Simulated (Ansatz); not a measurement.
**C2H3AlF3N: how energies converge with the basis set**

Aim: see how fast density functionals and correlated methods converge with the basis set for C2H3AlF3N.

Computed with Ansatz 0.2.0, Gaussian basis. Level: one geometry, several basis sets.

The runs, in order: PBE0-D4/def2-SVP; ωB97M-V/def2-SVP; PBE0-D4/def2-QZVPP; ωB97M-V/def2-QZVPP; CCSD(T)/cc-pV(D+d)Z; CCSD(T)/cc-pV(T+d)Z; MP2/cc-pV(Q+d)Z; the functionals' def2-TZVPP values are taken from earlier runs.

## 1. The relaxed structure

All runs share one geometry, relaxed beforehand with PBE0-D4 in a triple-zeta def2 set.

SMILES `CC#[N+][Al-]([F])([F])[F]`, 10 atoms, charge 0, spin multiplicity 1.

Atoms are counted from 1 here; the program's logs count them from 0.

Bond lengths: C1–C2 1.440 Å, C1–H8 1.091 Å, C1–H9 1.091 Å, C1–H10 1.091 Å, C2–N3 1.141 Å, N3–Al4 1.976 Å, Al4–F5 1.653 Å, Al4–F6 1.653 Å, Al4–F7 1.653 Å. Angles: C2–C1–H8 109.5°, C2–C1–H9 109.5°, C2–C1–H10 109.5°, H8–C1–H9 109.5°, H8–C1–H10 109.5°, H9–C1–H10 109.5°, C1–C2–N3 180.0°, C2–N3–Al4 180.0°, N3–Al4–F5 100.7°, N3–Al4–F6 100.7°, N3–Al4–F7 100.7°, F5–Al4–F6 116.6°, F5–Al4–F7 116.6°, F6–Al4–F7 116.6°.

## 2. PBE0-D4 in def2-SVP

in.yaml reads:

```yaml
crystal:
  periodic: [false, false, false]
  atoms:
    - {symbol: C, position_ang: [-0.166812, -1.192201, 1.853876]}
    - {symbol: C, position_ang: [-0.052286, -0.418203, 0.645413]}
    - {symbol: N, position_ang: [0.038248, 0.195229, -0.312485]}
    - {symbol: Al, position_ang: [0.194617, 1.257690, -1.971518]}
    - {symbol: F, position_ang: [1.834707, 1.269606, -2.176181]}
    - {symbol: F, position_ang: [-0.502340, 2.678391, -1.494129]}
    - {symbol: F, position_ang: [-0.675599, 0.321670, -3.019684]}
    - {symbol: H, position_ang: [-0.618850, -2.158720, 1.625299]}
    - {symbol: H, position_ang: [-0.793288, -0.657942, 2.570018]}
    - {symbol: H, position_ang: [0.824802, -1.346620, 2.282292]}
basis:
  gaussian: {orbitals: def2-SVP}
hamiltonian: {xc: pbe0, dispersion: d4}
output: {orbitals: {seedname: orbitals}}
```

Started as:

```
> ansatz run in.yaml --threads 2 --pin off --events-out ev --progress --plain --max-ram 32768MiB --backend cpu
```

The runs that follow: ωB97M-V in def2-SVP; PBE0-D4 in def2-QZVPP; ωB97M-V in def2-QZVPP; CCSD(T) in cc-pV(D+d)Z; CCSD(T) in cc-pV(T+d)Z; MP2 in cc-pV(Q+d)Z.

Before running them: what should the planned runs give, taken together? Wanted: MP2 correlation recovered, cc-pV(D+d)Z; MP2 correlation recovered, cc-pV(T+d)Z; MP2 correlation recovered, cc-pV(Q+d)Z; CCSD(T) limit from def2 sets; PBE0-D4: double and triple zeta above quadruple; ωB97M-V: double and triple zeta above quadruple.

As calculated:

| quantity | value |
| --- | --- |
| MP2 correlation recovered, cc-pV(D+d)Z | 67.9 % |
| MP2 correlation recovered, cc-pV(T+d)Z | 87.6 % |
| MP2 correlation recovered, cc-pV(Q+d)Z | 94.9 % |
| CCSD(T) limit from def2 sets (earlier runs) less the limit of this series | -9 meV |
| PBE0-D4: double and triple zeta above quadruple | 17.80, 0.91 eV |
| ωB97M-V: double and triple zeta above quadruple | 18.08, 0.85 eV |

What this shows: PBE0-D4 gains 16.89 eV from double to triple zeta, then 0.91 eV more. Correlation climbs from 68 % (cc-pV(D+d)Z) to 95 % (cc-pV(Q+d)Z) of the limit; Hartree-Fock is 0.355 eV from its own by then. A limit from the def2 sets, made apart, differs by 9 meV, a least measure of the doubt on such a limit. Total energies overstate the basis error of differences, where much of it tends to cancel. The LUMO of ωB97M-V is positive and keeps falling with the basis (1.05 to 0.40 eV): an unbound level that the basis holds in place.
